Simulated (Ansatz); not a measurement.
# BiCl2: the cost of one run

Computed with Ansatz 0.2.0 (DFT PBE, scalar-relativistic, plane waves, PAW, unless a step's input says otherwise).

### Step 1. The system as given

The structure is trigonal, space group R-3m (No. 166). The conventional cell has a = 4.027 Å, b = 4.027 Å, c = 18.244 Å, α = 90.00°, β = 90.00°, γ = 120.00°. Bi (site symmetry -3m) has 6 Cl at 2.78 Å as nearest neighbours. Cl (site symmetry 3m) is surrounded by 3 Bi at 2.78 Å.

Structure file:

```xyz
3
Lattice="2.0135 1.1625 6.0813 -2.0135 1.1625 6.0813 0.0000 -2.3250 6.0813" Properties=species:S:1:pos:R:3 pbc="T T T"
Bi    0.0000    0.0000    0.0000
Cl    0.0000    0.0000   13.6829
Cl    0.0000    0.0000    4.5610
```

This is candidate A: cadmium chloride type (R-3m, No. 166).

(A quick probe on a coarse mesh, which set the mesh and smearing, is not shown.)

### Step 3. Rough relaxation on the coarse mesh (candidate A)

Input file input.yaml:

```yaml
crystal:
  lattice:
    - [2.0134948376, 1.1624917865, 6.0812694876]
    - [-2.0134948376, 1.1624917865, 6.0812694876]
    - [0.0, -2.324983573, 6.0812694876]
  atoms:
    - { symbol: Bi, position: [0.0, 0.0, 0.0] }
    - { symbol: Cl, position: [0.75, 0.75, 0.75] }
    - { symbol: Cl, position: [0.25, 0.25, 0.25] }
basis:
  ecutwfc: 420
kpoints:
  mp_grid: { grid: [6, 6, 6] }
hamiltonian:
  xc: pbe
scf:
  occupations: { method: gaussian, width: 0.1 }
  lower_state_search: "off"
output:
  forces: true
  stress: true
  eigenvalues: true
relax:
  adjacent_minimum: "off"
  f_tol: 0.04
  max_steps: 70
  cell: { stress_tol: 0.4 }
```

On the command line:

```sh
ansatz run input.yaml --threads 1 --pin off --max-ram 2560MiB --backend cpu --events-out ev --progress --plain --runs-dir out
```

Q: Estimate wall time and peak memory on 1 thread of Intel Xeon Platinum 8488C (Sapphire Rapids), shared host.

About 29 s, with a peak of 0.43 GiB.
